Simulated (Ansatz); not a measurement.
# BeSeS3: the cost of one run

Program: Ansatz 0.2.0. Level of theory: DFT PBE, scalar-relativistic, plane waves, PAW. These are calculated values, not measurements.

1 further run of the same task is left out (it didn't finish).

### 1 The system as given

It takes space group Pm-3m (No. 221, cubic). Conventional cell: a = 4.870 Å, b = 4.870 Å, c = 4.870 Å, α = 90.00°, β = 90.00°, γ = 90.00°. Be (site symmetry m-3m) has 12 S at 3.44 Å as nearest neighbours. Around Se (site symmetry m-3m) lie 6 S at 2.44 Å. S (site symmetry 4/mmm) is surrounded by 2 Se at 2.44 Å and 4 Be at 3.44 Å and 8 S at 3.44 Å.

Structure file:

```
CELL_PARAMETERS angstrom
4.87014 0.00000 0.00000
0.00000 4.87014 0.00000
0.00000 0.00000 4.87014
ATOMIC_POSITIONS crystal
Be 0.00000 0.00000 0.00000
Se 0.50000 0.50000 0.50000
S 0.00000 0.50000 0.50000
S 0.50000 0.00000 0.50000
S 0.50000 0.50000 0.00000
```

A structure generator made this guess: species swapped into a database cell of CsPbBr3 (Pm-3m, No. 221), with Be on the Cs sites, Se on the Pb sites and S on the Br sites. Lengths come from tabulated atomic sizes and are only a guess.

### 2 Probe: one point on a coarse mesh

File input.yaml:

```yaml
crystal:
  lattice:
    - [4.87013603, 0.0, 0.0]
    - [0.0, 4.87013603, 0.0]
    - [0.0, 0.0, 4.87013603]
  atoms:
    - { symbol: Be, position: [0.0, 0.0, 0.0] }
    - { symbol: Se, position: [0.5, 0.5, 0.5] }
    - { symbol: S, position: [0.0, 0.5, 0.5] }
    - { symbol: S, position: [0.5, 0.0, 0.5] }
    - { symbol: S, position: [0.5, 0.5, 0.0] }
basis:
  ecutwfc: 420
kpoints:
  mp_grid: { grid: [4, 4, 4] }
hamiltonian:
  xc: pbe
scf:
  occupations: { method: gaussian, width: 0.1 }
  lower_state_search: "off"
output:
  forces: true
  stress: true
  eigenvalues: true
```

Command:

```bash
$ ansatz run input.yaml --threads 1 --pin off --max-ram 2560MiB --backend cpu --events-out ev --progress --plain --runs-dir out
```

What time and memory should one allow on 1 thread of Intel Xeon 6975P-C (Granite Rapids), shared host?

About 1.4 s, with a peak of 0.38 GiB.
